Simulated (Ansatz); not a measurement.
**CH₃F₃MoO₂: up Jacob's ladder to CCSD(T)**

One table from this session's results is given with a row withheld; the runs are named, their logs left out.

Program: Ansatz 0.2.0, Gaussian basis. Level of theory: functionals in def2-TZVPP, the program's frozen cores in correlated methods. These are calculated values, not measurements.

The runs, in order: LDA (SPW92), PBE-D4, revPBE-D4, BLYP-D4, r2SCAN-D4, B97M-V, PBE0-D4, B3LYP-D4, r2SCANh-D4, r2SCAN0-D4, HSE06-D4, BHLYP-D4, CAM-B3LYP-D4, LC-ωPBE, ωB97X-V, ωB97M-V, B2PLYP, PBE-QIDH; CCSD(T)/def2-SVP; MP2/def2-TZVPP; MP2/def2-QZVPP; RPA on PBE.

### The geometry

An earlier PBE0-D4 in a triple-zeta def2 set relaxation fixed the geometry. Mo takes the def2 core potential; no spin-orbit term is included.

SMILES `C[O][Mo](=[O])([F])([F])[F]`, 10 atoms, charge 0, spin multiplicity 1.

Atoms are counted from 1 here; the program's logs count them from 0.

Bond lengths: C1–O2 1.402 Å, C1–H8 1.095 Å, C1–H9 1.091 Å, C1–H10 1.094 Å, O2–Mo3 1.829 Å, Mo3–O4 1.647 Å, Mo3–F5 1.846 Å, Mo3–F6 1.850 Å, Mo3–F7 1.861 Å. Angles: O2–C1–H8 109.2°, O2–C1–H9 108.6°, O2–C1–H10 110.2°, H8–C1–H9 109.7°, H8–C1–H10 109.6°, H9–C1–H10 109.6°, C1–O2–Mo3 136.7°, O2–Mo3–O4 103.3°, O2–Mo3–F5 151.5°, O2–Mo3–F6 89.8°, O2–Mo3–F7 85.6°, O4–Mo3–F5 105.0°, O4–Mo3–F6 107.3°, O4–Mo3–F7 108.2°, F5–Mo3–F6 84.7°, F5–Mo3–F7 82.8°, F6–Mo3–F7 144.2°.

Set-up of the first run:

File in.yaml:

```yaml
crystal:
  periodic: [false, false, false]
  atoms:
    - {symbol: C, position_ang: [0.577157, -1.591993, 0.191011]}
    - {symbol: O, position_ang: [-0.448278, -0.650345, 0.025976]}
    - {symbol: Mo, position_ang: [-0.570214, 1.165413, -0.156870]}
    - {symbol: O, position_ang: [-2.060642, 1.381095, -0.823215]}
    - {symbol: F, position_ang: [0.159339, 2.858517, -0.062443]}
    - {symbol: F, position_ang: [-0.756786, 1.330739, 1.675971]}
    - {symbol: F, position_ang: [0.661749, 0.966498, -1.537329]}
    - {symbol: H, position_ang: [1.358189, -1.408524, -0.554281]}
    - {symbol: H, position_ang: [0.159241, -2.589427, 0.048830]}
    - {symbol: H, position_ang: [1.003246, -1.513273, 1.195347]}
basis:
  gaussian: {orbitals: def2-TZVPP}
hamiltonian: {xc: lda}
output: {orbitals: {seedname: orbitals}}
```

The run is started by

```console
$ ansatz run in.yaml --threads 4 --pin off --events-out ev --progress --plain --max-ram 11315MiB
```

Steps of the session up to this table: LDA; PBE-D4 (GGA); revPBE-D4 (GGA); BLYP-D4 (GGA); r2SCAN-D4 (meta-GGA); B97M-V (meta-GGA); B3LYP-D4 (hybrid); r2SCANh-D4 (hybrid); r2SCAN0-D4 (hybrid); HSE06-D4 (hybrid); BHLYP-D4 (hybrid); CAM-B3LYP-D4 (range-separated); LC-ωPBE (range-separated); ωB97X-V (range-separated); ωB97M-V (range-separated); B2PLYP (double hybrid); PBE-QIDH (double hybrid).

One of the session's tables, all rows but one given; the rest of the session is left out.

It belongs to the step «Frontier levels by functional». 

| functional | HOMO (eV) | LUMO (eV) | gap (eV) |
| --- | --- | --- | --- |
| LDA (SPW92) | -8.40 | -4.77 | 3.63 |
| PBE-D4 | -8.20 | -4.52 | 3.68 |
| revPBE-D4 | -8.12 | -4.42 | 3.70 |
| BLYP-D4 | -8.12 | -4.46 | 3.66 |
| r2SCAN-D4 | -8.58 | -4.61 | 3.98 |
| B97M-V | -8.68 | -4.62 | 4.07 |
| PBE0-D4 | -9.82 | -3.94 | 5.89 |
| B3LYP-D4 | -9.59 | -4.17 | 5.42 |
| r2SCANh-D4 | -9.19 | -4.37 | 4.82 |
| r2SCAN0-D4 | -10.09 | -3.99 | 6.11 |
| HSE06-D4 | ? | ? | ? |
| BHLYP-D4 | -11.39 | -3.19 | 8.20 |
| CAM-B3LYP-D4 | -11.27 | -2.88 | 8.39 |
| LC-ωPBE | -12.54 | -1.65 | 10.90 |
| ωB97X-V | -12.22 | -1.74 | 10.48 |
| ωB97M-V | -12.15 | -1.76 | 10.39 |

**Question.** Estimate the row for HSE06-D4.

The run gave: HOMO (eV): -9.42; LUMO (eV): -4.31; gap (eV): 5.11. In the column «HOMO (eV)» it lies between B3LYP-D4 (-9.59) and r2SCANh-D4 (-9.19).
